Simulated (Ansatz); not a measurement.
# AlFH₃OSi radical + NH₃: a complex and its separated parts, part 1 of 3

Aim: how far the complex at one end of a reaction step lies below its separated, relaxed parts, level by level.

Method: PBE0-D4/def2-TZVP structures, single points in def2-TZVPP, no counterpoise correction; program: Ansatz 0.2.0, Gaussian basis.

Levels: SPW92, PBE-D4, BLYP-D4, r2SCAN-D4, B97M-V, PBE0-D4, B3LYP-D4, r2SCAN0-D4, BHLYP-D4, CAM-B3LYP-D4, wB97X-V, wB97M-V, B2PLYP, PBE-QIDH, RPA on PBE, Hartree-Fock, MP2, CCSD, CCSD(T).

Correlated methods freeze the cores. Orbitals are unrestricted. B3LYP uses VWN-RPA correlation. B2PLYP carries no dispersion term here.

94 further runs of the same task are left out: 94 set aside as unsound or not needed.

## (1) Where the work starts

The complex: 11 atoms, charge 0, spin multiplicity 2.

Atoms are counted from 1 here; the program's logs count them from 0.

Bond lengths: Al1–O2 1.716 Å, Al1–F4 1.677 Å, Al1–N6 2.045 Å, O2–Si3 1.618 Å, Si3–H7 1.489 Å, Si3–H8 1.490 Å, Si3–H9 1.491 Å, H5–N6 1.015 Å, N6–H10 1.018 Å, N6–H11 1.015 Å. Angles: O2–Al1–F4 115.6°, O2–Al1–N6 96.1°, F4–Al1–N6 95.0°, Al1–O2–Si3 157.5°, O2–Si3–H7 111.1°, O2–Si3–H8 111.7°, O2–Si3–H9 109.8°, H7–Si3–H8 108.2°, H7–Si3–H9 107.9°, H8–Si3–H9 108.0°, Al1–N6–H5 112.6°, Al1–N6–H10 106.7°, Al1–N6–H11 112.8°, H5–N6–H10 108.0°, H5–N6–H11 108.6°, H10–N6–H11 107.9°.

Coordinates:

```xyz
11
charge 0, multiplicity 2
Al   -1.3064   -0.2227    0.5054
O    -0.1044    0.1425   -0.6639
Si    0.5047    0.5040   -2.1184
F    -1.9220    1.0901    1.3473
H     0.6002   -1.5476    1.6975
N    -0.0096   -0.7880    1.9825
H     0.7198    1.9710   -2.2600
H    -0.3945    0.0576   -3.2196
H     1.8218   -0.1717   -2.2974
H     0.5722    0.0220    2.1868
H    -0.4819   -1.0571    2.8396
```

Its parts: AlFH₃OSi radical holds atoms 1, 2, 3, 4, 7, 8, 9; NH₃ holds atoms 5, 6, 10, 11. Each part counts its atoms afresh in its own runs.

## (2) Relaxing AlFH₃OSi radical alone

Input file relax-a/in.yaml:

```yaml
crystal:
  periodic: [false, false, false]
  atoms:
    - {symbol: Al, position_ang: [-1.306365, -0.222737, 0.505416]}
    - {symbol: O, position_ang: [-0.104401, 0.142502, -0.663877]}
    - {symbol: Si, position_ang: [0.504669, 0.504049, -2.118418]}
    - {symbol: F, position_ang: [-1.922026, 1.090082, 1.347346]}
    - {symbol: H, position_ang: [0.719806, 1.970962, -2.260006]}
    - {symbol: H, position_ang: [-0.394455, 0.057647, -3.219616]}
    - {symbol: H, position_ang: [1.821793, -0.171748, -2.297379]}
basis:
  gaussian: {orbitals: def2-TZVP}
magnetization: {spin_polarized: true, initial_magnetization: 1}
hamiltonian: {xc: pbe0, dispersion: d4}
relax: {f_tol: 0.005, max_steps: 200}
```

Run with:

```console
$ ansatz run in.yaml --threads 4 --pin off --events-out ev --progress --plain --max-ram 63488MiB --backend cuda --devices 0, --max-vram 37GiB
```

What it wrote:

```text
Functional definition: PBE0
  name "PBE0"
  cite "Adamo & Barone, J. Chem. Phys. 110, 6158 (1999) doi:10.1063/1.478522"
  cite "Perdew, Burke & Ernzerhof, Phys. Rev. Lett. 77, 3865 (1996) doi:10.1103/PhysRevLett.77.3865"
  parent pbe
  parameter a = 0.25
  parameter kappa = 0.804
  parameter beta = 0.06672455060314922
  exchange = (1 - a)*pbe_x(kappa = kappa, mu = beta*pi^2/3) + a*exact_x
  correlation = pbe_c(beta = beta)
986 factors; their error is unknown
mean field evaluation 1: about -19274.0639 eV, gradient 4.9e1 eV
mean field evaluation 2: about -19241.6042 eV, gradient 1.0e2 eV
mean field evaluation 4: about -19281.7071 eV, gradient 9.5e0 eV
mean field evaluation 8: about -19281.9641 eV, gradient 5.9e-2 eV
mean field evaluation 16: about -19282.0266 eV, gradient 3.0e-5 eV
mean field -19282.02663826 eV, -708.6014091290 hartree, gradient 3.0e-5 eV, S^2 0.751162; 0 other end points of the search recorded, 0 dependent functions left out
the calculation of the forces begins
reference -19282.02667243 eV, -708.6014103845 hartree; 24, 23 occupied and 130, 131 virtual orbitals, 986 factors
relax step   1: F+E_penalty+E_count = -19282.14397011 eV  Δ(F+E_penalty+E_count) = +0.000e0 eV  max|allowed force component| = 9.174e-1 eV/Å  Δτ_max = 0.0000 Å  (29 SCF iters, accepted)
these checks for a lower state are left out or cut short: starts, cluster_reference, orbital_swaps, neighbouring_geometries, increment
986 factors; their error is unknown
mean field -19282.05241082 eV, -708.6023562531 hartree, gradient 2.3e-5 eV, S^2 0.751151; 0 other end points of the search recorded, 0 dependent functions left out
the calculation of the forces begins
reference -19282.05244515 eV, -708.6023575148 hartree; 24, 23 occupied and 130, 131 virtual orbitals, 986 factors
relax step   2: F+E_penalty+E_count = -19282.16979063 eV  Δ(F+E_penalty+E_count) = -2.582e-2 eV  max|allowed force component| = 5.783e-1 eV/Å  Δτ_max = 0.0239 Å  (30 SCF iters, accepted)
these checks for a lower state are left out or cut short: starts, cluster_reference, orbital_swaps, neighbouring_geometries, increment
986 factors; their error is unknown
mean field -19282.06881901 eV, -708.6029592431 hartree, gradient 1.3e-5 eV, S^2 0.751130; 0 other end points of the search recorded, 0 dependent functions left out
the calculation of the forces begins
reference -19282.06885355 eV, -708.6029605122 hartree; 24, 23 occupied and 130, 131 virtual orbitals, 986 factors
relax step   3: F+E_penalty+E_count = -19282.18612921 eV  Δ(F+E_penalty+E_count) = -1.634e-2 eV  max|allowed force component| = 2.048e-1 eV/Å  Δτ_max = 0.0350 Å  (32 SCF iters, accepted)
[... from here on, the SCF cycles and remarks between the steps are left out ...]
relax step   4: F+E_penalty+E_count = -19282.19157294 eV  Δ(F+E_penalty+E_count) = -5.444e-3 eV  max|allowed force component| = 4.036e-1 eV/Å  Δτ_max = 0.1500 Å  (34 SCF iters, accepted)
relax step   5: F+E_penalty+E_count = -19282.20297990 eV  Δ(F+E_penalty+E_count) = -1.141e-2 eV  max|allowed force component| = 2.809e-2 eV/Å  Δτ_max = 0.0739 Å  (31 SCF iters, accepted)
relax step   6: F+E_penalty+E_count = -19282.20349902 eV  Δ(F+E_penalty+E_count) = -5.191e-4 eV  max|allowed force component| = 7.758e-3 eV/Å  Δτ_max = 0.0269 Å  (31 SCF iters, accepted)
relax step   7: F+E_penalty+E_count = -19282.20368881 eV  Δ(F+E_penalty+E_count) = -1.898e-4 eV  max|allowed force component| = 2.785e-2 eV/Å  Δτ_max = 0.0300 Å  (31 SCF iters, accepted)
relax step   8: F+E_penalty+E_count = -19282.20370630 eV  Δ(F+E_penalty+E_count) = -1.749e-5 eV  max|allowed force component| = 1.935e-2 eV/Å  Δτ_max = 0.0046 Å  (25 SCF iters, accepted)
relax step   9: F+E_penalty+E_count = -19282.20377031 eV  Δ(F+E_penalty+E_count) = -6.401e-5 eV  max|allowed force component| = 2.292e-3 eV/Å  Δτ_max = 0.0087 Å  (32 SCF iters, accepted)
relax step  10: F+E_penalty+E_count = -19282.20379932 eV  Δ(F+E_penalty+E_count) = -2.901e-5 eV  max|allowed force component| = 8.510e-3 eV/Å  Δτ_max = 0.0112 Å  (30 SCF iters, accepted)
relax step  11: F+E_penalty+E_count = -19282.20381223 eV  Δ(F+E_penalty+E_count) = -1.291e-5 eV  max|allowed force component| = 1.546e-2 eV/Å  Δτ_max = 0.0105 Å  (31 SCF iters, accepted)
relax step  12: F+E_penalty+E_count = -19282.20382353 eV  Δ(F+E_penalty+E_count) = -1.130e-5 eV  max|allowed force component| = 1.470e-2 eV/Å  Δτ_max = 0.0103 Å  (31 SCF iters, accepted)
relax step  13: F+E_penalty+E_count = -19282.20383200 eV  Δ(F+E_penalty+E_count) = -8.471e-6 eV  max|allowed force component| = 1.085e-2 eV/Å  Δτ_max = 0.0021 Å  (25 SCF iters, accepted)
relax step  14: F+E_penalty+E_count = -19282.20384286 eV  Δ(F+E_penalty+E_count) = -1.086e-5 eV  max|allowed force component| = 7.605e-4 eV/Å  Δτ_max = 0.0049 Å  (26 SCF iters, accepted)
relax step  15: F+E_penalty+E_count = -19282.20385153 eV  Δ(F+E_penalty+E_count) = -8.667e-6 eV  max|allowed force component| = 8.073e-3 eV/Å  Δτ_max = 0.0113 Å  (31 SCF iters, accepted)
relax step  16: F+E_penalty+E_count = -19282.20385948 eV  Δ(F+E_penalty+E_count) = -7.958e-6 eV  max|allowed force component| = 1.849e-2 eV/Å  Δτ_max = 0.0208 Å  (31 SCF iters, accepted)
relax step  17: F+E_penalty+E_count = -19282.20386971 eV  Δ(F+E_penalty+E_count) = -1.023e-5 eV  max|allowed force component| = 2.126e-2 eV/Å  Δτ_max = 0.0093 Å  (31 SCF iters, accepted)
relax step  18: F+E_penalty+E_count = -19282.20389773 eV  Δ(F+E_penalty+E_count) = -2.802e-5 eV  max|allowed force component| = 1.525e-2 eV/Å  Δτ_max = 0.0181 Å  (31 SCF iters, accepted)
relax step  19: F+E_penalty+E_count = -19282.20390753 eV  Δ(F+E_penalty+E_count) = -9.793e-6 eV  max|allowed force component| = 2.787e-2 eV/Å  Δτ_max = 0.0238 Å  (29 SCF iters, accepted)
relax step  20: F+E_penalty+E_count = -19282.20388517 eV  Δ(F+E_penalty+E_count) = +2.236e-5 eV  max|allowed force component| = 2.933e-2 eV/Å  Δτ_max = 0.0073 Å  (31 SCF iters, rejected (line search))
relax step  21: F+E_penalty+E_count = -19282.20394560 eV  Δ(F+E_penalty+E_count) = -3.807e-5 eV  max|allowed force component| = 8.861e-3 eV/Å  Δτ_max = 0.0037 Å  (25 SCF iters, accepted)
relax step  22: F+E_penalty+E_count = -19282.20395187 eV  Δ(F+E_penalty+E_count) = -6.276e-6 eV  max|allowed force component| = 6.950e-3 eV/Å  Δτ_max = 0.0025 Å  (25 SCF iters, accepted)
relax step  23: F+E_penalty+E_count = -19282.20396367 eV  Δ(F+E_penalty+E_count) = -1.179e-5 eV  max|allowed force component| = 7.792e-4 eV/Å  Δτ_max = 0.0066 Å  (31 SCF iters, accepted)
relax step  24: F+E_penalty+E_count = -19282.20399099 eV  Δ(F+E_penalty+E_count) = -2.732e-5 eV  max|allowed force component| = 2.034e-2 eV/Å  Δτ_max = 0.0326 Å  (31 SCF iters, accepted)
relax step  25: F+E_penalty+E_count = -19282.20400332 eV  Δ(F+E_penalty+E_count) = -1.233e-5 eV  max|allowed force component| = 1.814e-2 eV/Å  Δτ_max = 0.0104 Å  (31 SCF iters, accepted)
relax step  26: F+E_penalty+E_count = -19282.20402223 eV  Δ(F+E_penalty+E_count) = -1.890e-5 eV  max|allowed force component| = 2.207e-2 eV/Å  Δτ_max = 0.0264 Å  (29 SCF iters, accepted)
relax step  27: F+E_penalty+E_count = -19282.20402871 eV  Δ(F+E_penalty+E_count) = -6.486e-6 eV  max|allowed force component| = 2.527e-2 eV/Å  Δτ_max = 0.0209 Å  (30 SCF iters, accepted)
relax step  28: F+E_penalty+E_count = -19282.20406502 eV  Δ(F+E_penalty+E_count) = -3.631e-5 eV  max|allowed force component| = 1.015e-2 eV/Å  Δτ_max = 0.0039 Å  (25 SCF iters, accepted)
these checks for a lower state are left out or cut short: starts, cluster_reference, orbital_swaps, neighbouring_geometries, increment
986 factors; their error is unknown
mean field -19282.08734982 eV, -708.6036402377 hartree, gradient 1.9e-5 eV, S^2 0.751175; 0 other end points of the search recorded, 0 dependent functions left out
the calculation of the forces begins
reference -19282.08738505 eV, -708.6036415324 hartree; 24, 23 occupied and 130, 131 virtual orbitals, 986 factors
relax step  29: F+E_penalty+E_count = -19282.20408100 eV  Δ(F+E_penalty+E_count) = -1.597e-5 eV  max|allowed force component| = 1.599e-3 eV/Å  Δτ_max = 0.0068 Å  (31 SCF iters, accepted)
986 factors; their error is unknown
mean field evaluation 224: about -19282.0873 eV, gradient 3.5e-4 eV
mean field -19282.08734982 eV, -708.6036402377 hartree, gradient 1.8e-5 eV, S^2 0.751175; 1 other end points of the search recorded, 0 dependent functions left out
the calculation of the forces begins
reference -19282.08738505 eV, -708.6036415324 hartree; 24, 23 occupied and 130, 131 virtual orbitals, 986 factors
Total energy: -19282.20411622 eV, -708.6079313239 hartree
Atom 0 at    -1.013804    -0.117305     0.692638 Å, force     0.000156    -0.000656     0.001599 eV/Å
Atom 1 at    -0.288882     0.263097    -0.769406 Å, force    -0.000686     0.000661     0.000307 eV/Å
Atom 2 at     0.496235     0.516437    -2.174658 Å, force     0.000306     0.000193    -0.000660 eV/Å
Atom 3 at    -2.093877     0.925426     1.379514 Å, force     0.000132    -0.000097    -0.001038 eV/Å
Atom 4 at     0.823744     1.958533    -2.318154 Å, force     0.000209    -0.000025     0.000019 eV/Å
Atom 5 at    -0.361964     0.094785    -3.312242 Å, force    -0.000235     0.000086    -0.000206 eV/Å
Atom 6 at     1.757568    -0.270216    -2.204226 Å, force     0.000118    -0.000162    -0.000021 eV/Å
Dipole moment:     0.177672    -0.261134    -0.029085 e Å
```

Run time: 24 s. Hardware: 1 × a share of an NVIDIA H100 with 4 threads of AMD EPYC 7R13, shared host; peak host memory 0.87 GiB.

Along the way:

```
step  energy from step 1 (eV)  largest force component (eV/Å)
   1                   0.0000                          0.9174
   2                  -0.0258                          0.5783
   3                  -0.0422                          0.2048
   4                  -0.0476                          0.4036
   5                  -0.0590                          0.0281
   6                  -0.0595                          0.0078
   7                  -0.0597                          0.0278
   8                  -0.0597                          0.0194
   9                  -0.0598                          0.0023
  10                  -0.0598                          0.0085
  11                  -0.0598                          0.0155
  12                  -0.0599                          0.0147
  13                  -0.0599                          0.0108
  14                  -0.0599                          0.0008
  15                  -0.0599                          0.0081
  16                  -0.0599                          0.0185
  17                  -0.0599                          0.0213
  18                  -0.0599                          0.0152
  19                  -0.0599                          0.0279
  20                  -0.0599                          0.0293
  21                  -0.0600                          0.0089
  22                  -0.0600                          0.0069
  23                  -0.0600                          0.0008
  24                  -0.0600                          0.0203
  25                  -0.0600                          0.0181
  26                  -0.0601                          0.0221
  27                  -0.0601                          0.0253
  28                  -0.0601                          0.0101
  29                  -0.0601                          0.0016
```

Close pairs (by a distance rule), those that changed most:

```
  bond  before (Å)  after (Å)  change (Å)
Al1–O2       1.716      1.676      -0.041
Al1–F4       1.677      1.651      -0.026
O2–Si3       1.618      1.630      +0.012
Si3–H7       1.491      1.487      -0.004
Si3–H6       1.490      1.486      -0.004
Si3–H5       1.489      1.486      -0.004
```

## (3) Relaxing NH₃ alone

Input file relax-b/in.yaml:

```yaml
crystal:
  periodic: [false, false, false]
  atoms:
    - {symbol: H, position_ang: [0.600247, -1.547580, 1.697535]}
    - {symbol: N, position_ang: [-0.009571, -0.787981, 1.982467]}
    - {symbol: H, position_ang: [0.572183, 0.021973, 2.186847]}
    - {symbol: H, position_ang: [-0.481879, -1.057069, 2.839587]}
basis:
  gaussian: {orbitals: def2-TZVP}
hamiltonian: {xc: pbe0, dispersion: d4}
relax: {f_tol: 0.005, max_steps: 200}
```

Run with:

```console
$ ansatz run in.yaml --threads 4 --pin off --events-out ev --progress --plain --max-ram 63488MiB --backend cpu
```

What it wrote (excerpt; [...] marks lines left out):

```text
[... 5 set-up lines as earlier in the session ...]
[...]
287 factors; their error is unknown
[...]
mean field -1537.79602563 eV, -56.5129615863 hartree, gradient 5.9e-6 eV, S^2 0.000000; 0 other end points of the search recorded, 0 dependent functions left out
[...]
Total energy: -1537.80844330 eV, -56.5134179274 hartree
Atom 0 at     0.597937    -1.542392     1.707094 Å, force    -0.000198    -0.001435     0.000627 eV/Å
Atom 1 at    -0.016467    -0.783137     1.974098 Å, force     0.000794     0.003247    -0.000294 eV/Å
Atom 2 at     0.571239     0.012823     2.189478 Å, force    -0.000537    -0.000195    -0.000624 eV/Å
Atom 3 at    -0.471730    -1.057951     2.835766 Å, force    -0.000059    -0.001617     0.000291 eV/Å
Dipole moment:     0.233610    -0.074533     0.253395 e Å
```

Run time: 0.6 s. Hardware: 4 threads of AMD EPYC 7R13, shared host.

Along the way:

```
step  energy from step 1 (eV)  largest force component (eV/Å)
   1                   0.0000                          0.2602
   2                  -0.0028                          0.0684
   3                  -0.0033                          0.0193
   4                  -0.0033                          0.0032
```

Close pairs (by a distance rule), those that changed most:

```
 bond  before (Å)  after (Å)  change (Å)
N2–H3       1.018      1.013      -0.005
N2–H4       1.015      1.013      -0.002
H1–N2       1.015      1.013      -0.002
```

## (4) SPW92/def2-TZVPP

Input file parta/in.yaml:

```yaml
crystal:
  periodic: [false, false, false]
  atoms:
    - {symbol: Al, position_ang: [-1.013804, -0.117305, 0.692638]}
    - {symbol: O, position_ang: [-0.288882, 0.263097, -0.769406]}
    - {symbol: Si, position_ang: [0.496235, 0.516437, -2.174658]}
    - {symbol: F, position_ang: [-2.093877, 0.925426, 1.379514]}
    - {symbol: H, position_ang: [0.823744, 1.958533, -2.318154]}
    - {symbol: H, position_ang: [-0.361964, 0.094785, -3.312242]}
    - {symbol: H, position_ang: [1.757568, -0.270216, -2.204226]}
basis:
  gaussian: {orbitals: def2-TZVPP}
magnetization: {spin_polarized: true, initial_magnetization: 1}
hamiltonian: {xc: lda}
```

Input file partb/in.yaml:

```yaml
crystal:
  periodic: [false, false, false]
  atoms:
    - {symbol: H, position_ang: [0.597937, -1.542392, 1.707094]}
    - {symbol: N, position_ang: [-0.016467, -0.783137, 1.974098]}
    - {symbol: H, position_ang: [0.571239, 0.012823, 2.189478]}
    - {symbol: H, position_ang: [-0.471730, -1.057951, 2.835766]}
basis:
  gaussian: {orbitals: def2-TZVPP}
hamiltonian: {xc: lda}
```

The same command starts each run, in its folder.

Run with:

```console
$ ansatz run in.yaml --threads 4 --pin off --events-out ev --progress --plain --max-ram 63488MiB --backend cpu
```

Output in parta (excerpt; [...] marks lines left out):

```text
Functional definition: SPW92
  name "SPW92"
  cite "Dirac, Proc. Camb. Phil. Soc. 26, 376 (1930) doi:10.1017/S0305004100016108"
  cite "Slater, Phys. Rev. 81, 385 (1951) doi:10.1103/PhysRev.81.385"
  cite "Perdew & Wang, Phys. Rev. B 45, 13244 (1992) doi:10.1103/PhysRevB.45.13244"
[...]
1041 factors; their error is unknown
[...]
mean field -19200.74029739 eV, -705.6141912000 hartree, gradient 5.4e-5 eV, S^2 0.751070; 0 other end points of the search recorded, 0 dependent functions left out
reference -19200.74033847 eV, -705.6141927095 hartree; 24, 23 occupied and 164, 165 virtual orbitals, 1041 factors
Total energy: -19200.74033847 eV, -705.6141927095 hartree
```

Output in partb (excerpt; [...] marks lines left out):

```text
[... 5 set-up lines as earlier in the session ...]
[...]
332 factors; their error is unknown
[...]
mean field -1526.58937549 eV, -56.1011247898 hartree, gradient 8.6e-5 eV, S^2 0.000000; 0 other end points of the search recorded, 0 dependent functions left out
reference -1526.58939489 eV, -56.1011255028 hartree; 5, 5 occupied and 68, 68 virtual orbitals, 332 factors
Total energy: -1526.58939489 eV, -56.1011255028 hartree
```

Wall times: 0.8 s (parta), 0.15 s (partb) on 4 threads of AMD EPYC 7R13, shared host.

## (5) PBE-D4/def2-TZVPP

Each input of step 4 (parta, partb) changes in the same lines:

```diff
-hamiltonian: {xc: lda}
+hamiltonian: {xc: pbe, dispersion: d4}
```

One command serves all of them, each in its own folder.

Run with:

```console
$ ansatz run in.yaml --threads 4 --pin off --events-out ev --progress --plain --max-ram 63488MiB --backend cpu
```

Output in parta (excerpt; [...] marks lines left out):

```text
Functional definition: PBE
  name "PBE"
[... 2 set-up lines as earlier in the session ...]
[...]
1041 factors; their error is unknown
[...]
mean field -19280.66302856 eV, -708.5512973966 hartree, gradient 1.4e-5 eV, S^2 0.751312; 0 other end points of the search recorded, 0 dependent functions left out
reference -19280.66307442 eV, -708.5512990822 hartree; 24, 23 occupied and 164, 165 virtual orbitals, 1041 factors
Total energy: -19280.80074619 eV, -708.5563584264 hartree
```

Output in partb (excerpt; [...] marks lines left out):

```text
[... 4 set-up lines as earlier in the session ...]
[...]
332 factors; their error is unknown
[...]
mean field -1537.73151924 eV, -56.5105910202 hartree, gradient 6.1e-5 eV, S^2 0.000000; 0 other end points of the search recorded, 0 dependent functions left out
reference -1537.73153959 eV, -56.5105917680 hartree; 5, 5 occupied and 68, 68 virtual orbitals, 332 factors
Total energy: -1537.74291746 eV, -56.5110098972 hartree
```

Wall times: 1.4 s (parta), 0.15 s (partb) on 4 threads of AMD EPYC 7R13, shared host.

## (6) BLYP-D4/def2-TZVPP

Each input of step 5 (parta, partb) changes in the same lines:

```diff
-hamiltonian: {xc: pbe, dispersion: d4}
+hamiltonian: {xc: {name: BLYP}, dispersion: d4}
```

One command serves all of them, each in its own folder.

Run with:

```console
$ ansatz run in.yaml --threads 4 --pin off --events-out ev --progress --plain --max-ram 63488MiB --backend cpu
```

Log of parta (excerpt; [...] marks lines left out):

```text
Functional definition: BLYP
  name "BLYP"
  cite "Becke, Phys. Rev. A 38, 3098 (1988) doi:10.1103/PhysRevA.38.3098"
  cite "Lee, Yang & Parr, Phys. Rev. B 37, 785 (1988) doi:10.1103/PhysRevB.37.785"
[...]
1041 factors; their error is unknown
[...]
mean field -19293.02279018 eV, -709.0055102586 hartree, gradient 1.2e-5 eV, S^2 0.750925; 0 other end points of the search recorded, 0 dependent functions left out
reference -19293.02314234 eV, -709.0055232003 hartree; 24, 23 occupied and 164, 165 virtual orbitals, 1041 factors
Total energy: -19293.32281691 eV, -709.0165360375 hartree
```

Output in partb (excerpt; [...] marks lines left out):

```text
[... 4 set-up lines as earlier in the session ...]
[...]
332 factors; their error is unknown
[...]
mean field -1539.10790805 eV, -56.5611723759 hartree, gradient 5.9e-5 eV, S^2 0.000000; 0 other end points of the search recorded, 0 dependent functions left out
reference -1539.10809362 eV, -56.5611791957 hartree; 5, 5 occupied and 68, 68 virtual orbitals, 332 factors
Total energy: -1539.13554279 eV, -56.5621879341 hartree
```

They took 1.3 s (parta), 0.2 s (partb) on 4 threads of AMD EPYC 7R13, shared host.

(Continued in part 2 of 3.)
